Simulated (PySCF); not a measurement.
# C3H6F3PSi2: the cost of one run

The runs use PySCF 2.14.0, with density-fitted response routines of our own; the level of theory stands in each step. All values are computed, except where a source is named. Atoms count from 0, in the outputs and in this text.

## (1) The starting structure

15 atoms, charge 0, multiplicity 1; geometry from: GFN2-xTB.

Bonds of the start (Å): C0–C1 1.44, C1–C2 1.21, C2–Si3 1.85, Si3–P4 2.25, Si3–Si5 2.28, Si5–F6 1.59, Si5–F7 1.59, Si5–F8 1.59, C0–H9 1.09, C0–H10 1.09, C0–H11 1.09, Si3–H12 1.48, P4–H13 1.38, P4–H14 1.39.

## (2) Ultraviolet spectrum: wB97X-D/def2-SVPD

The job: settings as JSON, then the geometry in Å.

```
{"job": {"kind": "uv", "xc": "wB97X-D", "basis": "def2-SVPD", "nstates": 8, "ntriplets": 3}, "charge": 0, "multiplicity": 1}
C     -3.204961     0.237010    -0.471098
C     -1.833947     0.130881    -0.037178
C     -0.689171     0.019852     0.332765
Si     1.076099    -0.051764     0.875446
P      2.053755     1.977890     0.920751
Si     2.151967    -1.513399    -0.508745
F      1.499130    -2.963825    -0.516217
F      3.673502    -1.839750    -0.178760
F      2.216972    -1.164062    -2.060544
H     -3.587799     1.234782    -0.257617
H     -3.270368     0.053020    -1.543028
H     -3.815640    -0.497963     0.052478
H      1.093586    -0.540400     2.267217
H      0.947865     2.600686     1.472288
H      1.684597     2.325030    -0.369671
```

Method: TDDFT wB97X-D/def2-SVPD, vertical, gas phase, core orbitals frozen in the response.

Started as:

```bash
OMP_NUM_THREADS=1 python probes_run.py task.json out
```

The driver reads the jobs from task.json and runs them one after another.

Q: Estimate the wall time and peak memory of this job on 1 thread of Arm Neoverse N1, shared host.

About 2.2 min, with a peak of 1.1 GiB.
